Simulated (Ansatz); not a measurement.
Set up this calculation in Ansatz 0.2.0, as the native input.

* Task: single point
* Functional: HSE06 form with a typed share of exact exchange
* Potentials or basis: Ansatz PAW
* Cutoff: 420 eV (not typed: the program's choice for these potentials)
* k mesh: 6 × 6 × 6
* Occupations: fermi-dirac, width 0.05 eV
* Spin: no spin polarisation
* Share of exact exchange: 0.15

HfB:

```
CELL_PARAMETERS angstrom
0.00000 2.31000 2.31000
2.31000 0.00000 2.31000
2.31000 2.31000 0.00000
ATOMIC_POSITIONS crystal
Hf 0.50000 0.50000 0.50000
B 0.00000 0.00000 0.00000
```

These files were run (other wordings do the same):

input.yaml

```yaml
crystal:
  lattice:
    - [0.0, 2.31, 2.31]
    - [2.31, 0.0, 2.31]
    - [2.31, 2.31, 0.0]
  atoms:
    - { symbol: Hf, position: [0.5, 0.5, 0.5] }
    - { symbol: B, position: [0.0, 0.0, 0.0] }
hamiltonian:
  xc:
    exchange: pbe
    correlation: pbe
    exx: { coeff: 0.15, omega: 0.2078699 }
  pseudopotentials: { kind: paw }
kpoints:
  mp_grid: { grid: [6, 6, 6] }
scf:
  occupations: { method: fermi_dirac, width: 0.05 }
output:
  forces: true
  stress: true
  eigenvalues: true
```

Potentials or basis: Ansatz PAW.

Run with:

```console
$ ansatz run input.yaml --threads 2 --pin off --max-ram 5632MiB --backend cpu --events-out ev --progress --plain --runs-dir out
```

It gave:

```json
{
 "Pressure": "29.9 GPa",
 "Band gap on the k mesh": "none (metal or under the smearing width)"
}
```

Caveat: the k mesh is coarse (spacing up to 0.39 Å⁻¹), so the values aren't converged, least of all with exact exchange; a pressure of tens of GPa on the cell as given is suspect, and the run, the potentials or the cell itself is likely at fault; the PAW data sets come from PBE, with cores solved anew for the run's functional, which leaves a small shift of forces and pressure; the thresholds are loose for stress.

Wall time 16 s on 2 threads of Arm Neoverse V2, with other jobs on the host, peak memory 0.88 GiB.
